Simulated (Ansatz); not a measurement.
# C₃H₇FGe: a ladder of functionals and wavefunction methods

How much do the methods differ for C₃H₇FGe? The plan is to run it at one geometry with functionals of several rungs and with coupled cluster, and see how far each lands from CCSD(T) at the basis-set limit for the atomisation energy.

The runs use Ansatz 0.2.0, Gaussian basis; functionals in def2-TZVPP, the program's frozen cores in correlated methods.

The runs, in order: LDA (SPW92), PBE-D4, revPBE-D4, BLYP-D4, r2SCAN-D4, B97M-V, PBE0-D4, B3LYP-D4, r2SCANh-D4, r2SCAN0-D4, HSE06-D4, BHLYP-D4, CAM-B3LYP-D4, LC-ωPBE, ωB97X-V, ωB97M-V, B2PLYP, PBE-QIDH; CCSD(T)/def2-SVP; CCSD(T)/def2-TZVPP; MP2/def2-QZVPP; extrapolation to the limit; RPA on PBE.

## 1. The geometry

All runs share one geometry, relaxed beforehand with PBE0-D4 in a triple-zeta def2 set.

12 atoms, charge 0, spin multiplicity 1.

Atoms are counted from 1 here; the program's logs count them from 0.

Bond lengths: C1–C2 1.525 Å, C1–H6 1.093 Å, C1–H7 1.096 Å, C1–H8 1.095 Å, C2–C3 1.525 Å, C2–Ge4 2.002 Å, C2–H9 1.097 Å, C3–H10 1.096 Å, C3–H11 1.095 Å, C3–H12 1.093 Å, Ge4–F5 1.769 Å. Angles: C2–C1–H6 110.9°, C2–C1–H7 110.9°, C2–C1–H8 112.6°, H6–C1–H7 107.6°, H6–C1–H8 107.7°, H7–C1–H8 107.0°, C1–C2–C3 111.9°, C1–C2–Ge4 109.8°, C1–C2–H9 109.4°, C3–C2–Ge4 109.7°, C3–C2–H9 109.4°, Ge4–C2–H9 106.6°, C2–C3–H10 110.9°, C2–C3–H11 112.6°, C2–C3–H12 110.9°, H10–C3–H11 107.0°, H10–C3–H12 107.6°, H11–C3–H12 107.7° and more.

As a file:

```tsv
atom	x (Å)	y (Å)	z (Å)
C1	-0.7522	0.0831	1.0966
C2	0.0571	-0.6138	0.0082
C3	1.2370	0.2351	-0.4534
Ge4	-1.1242	-1.0321	-1.5536
F5	-1.5327	0.6540	-1.9018
H6	-1.1643	1.0275	0.7316
H7	-0.1244	0.3100	1.9657
H8	-1.5866	-0.5280	1.4561
H9	0.4264	-1.5751	0.3876
H10	1.9054	0.4637	0.3844
H11	1.8418	-0.2652	-1.2170
H12	0.8938	1.1855	-0.8704
```

## 2. LDA

This LDA is Slater exchange with PW92 correlation.

Input file in.yaml:

```yaml
crystal:
  periodic: [false, false, false]
  atoms:
    - {symbol: C, position_ang: [-0.752238, 0.083098, 1.096622]}
    - {symbol: C, position_ang: [0.057126, -0.613769, 0.008197]}
    - {symbol: C, position_ang: [1.237047, 0.235101, -0.453426]}
    - {symbol: Ge, position_ang: [-1.124226, -1.032131, -1.553597]}
    - {symbol: F, position_ang: [-1.532678, 0.653993, -1.901753]}
    - {symbol: H, position_ang: [-1.164254, 1.027526, 0.731592]}
    - {symbol: H, position_ang: [-0.124446, 0.310039, 1.965709]}
    - {symbol: H, position_ang: [-1.586645, -0.528024, 1.456146]}
    - {symbol: H, position_ang: [0.426424, -1.575112, 0.387561]}
    - {symbol: H, position_ang: [1.905433, 0.463707, 0.384381]}
    - {symbol: H, position_ang: [1.841754, -0.265236, -1.217005]}
    - {symbol: H, position_ang: [0.893803, 1.185509, -0.870424]}
basis:
  gaussian: {orbitals: def2-TZVPP}
hamiltonian: {xc: lda}
output: {orbitals: {seedname: orbitals}}
```

After this run come: PBE-D4 (GGA); revPBE-D4 (GGA); BLYP-D4 (GGA); r2SCAN-D4 (meta-GGA); B97M-V (meta-GGA); PBE0-D4 (hybrid); B3LYP-D4 (hybrid); r2SCANh-D4 (hybrid); r2SCAN0-D4 (hybrid); HSE06-D4 (hybrid); BHLYP-D4 (hybrid); CAM-B3LYP-D4 (range-separated); LC-ωPBE-D4 (range-separated); ωB97X-V (range-separated); ωB97M-V (range-separated); B2PLYP (double hybrid); PBE-QIDH (double hybrid); CCSD(T) in def2-SVP; CCSD(T) in def2-TZVPP; MP2 in def2-QZVPP; RPA on PBE orbitals.

Q: Predict the results of all the runs planned. Wanted: atomisation energy, CCSD(T)/CBS; farthest beyond LDA; mean size of error, GGA; mean size of error, meta-GGA; mean size of error, hybrid; mean size of error, range-separated; mean size of error, double hybrid; gap, smallest and largest; T1 diagnostic.

The runs gave:

| quantity | value |
| --- | --- |
| atomisation energy, CCSD(T)/CBS | 4557.2 kJ/mol |
| functionals within 45.6 kJ/mol (1.0 %) | revPBE-D4, BLYP-D4, r2SCAN-D4, B97M-V, PBE0-D4, B3LYP-D4, r2SCANh-D4, HSE06-D4, CAM-B3LYP-D4, LC-ωPBE, ωB97X-V, ωB97M-V, PBE-QIDH |
| farthest beyond LDA | BHLYP-D4 (-130.9 kJ/mol) |
| mean size of error, GGA | 38.8 kJ/mol |
| mean size of error, meta-GGA | 1.1 kJ/mol |
| mean size of error, hybrid | 39.4 kJ/mol |
| mean size of error, range-separated | 10.1 kJ/mol |
| mean size of error, double hybrid | 42.8 kJ/mol |
| gap, smallest and largest | 2.03 eV (LDA (SPW92)), 8.82 eV (LC-ωPBE) |
| T1 diagnostic | 0.0125 |
| triples share of the correlation energy | 3.6 % |

**Reading.** The LDA atomisation energy is off by 627.1 kJ/mol (14 %): it overbinds. PBE-D4 is off by +78.9 kJ/mol. Double hybrids carry the basis error of their MP2 part in triple zeta, and no dispersion term here, so their miss is partly the set-up's. The rungs meta-GGA, range-separated, GGA, hybrid, double hybrid miss on average by less than the doubt on the reference (45.6 kJ/mol), so they tie. Misses under about 45.6 kJ/mol are within the doubt on the reference itself, which lacks core-valence correlation, relativity and higher excitations, and its outer-core shells are covered unevenly. Hartree-Fock recovers 74 % of the binding; the rest is correlation. CCSD(T) in def2-SVP is off by -217.5 kJ/mol, more than most functionals: a good method in a small basis is no reference. Orbital gaps span 2.0 to 8.8 eV; exact exchange widens them. The restricted reference is unstable towards a spin-broken one. Correlated methods include outer-core shells of Ge, which these sets cover unevenly.
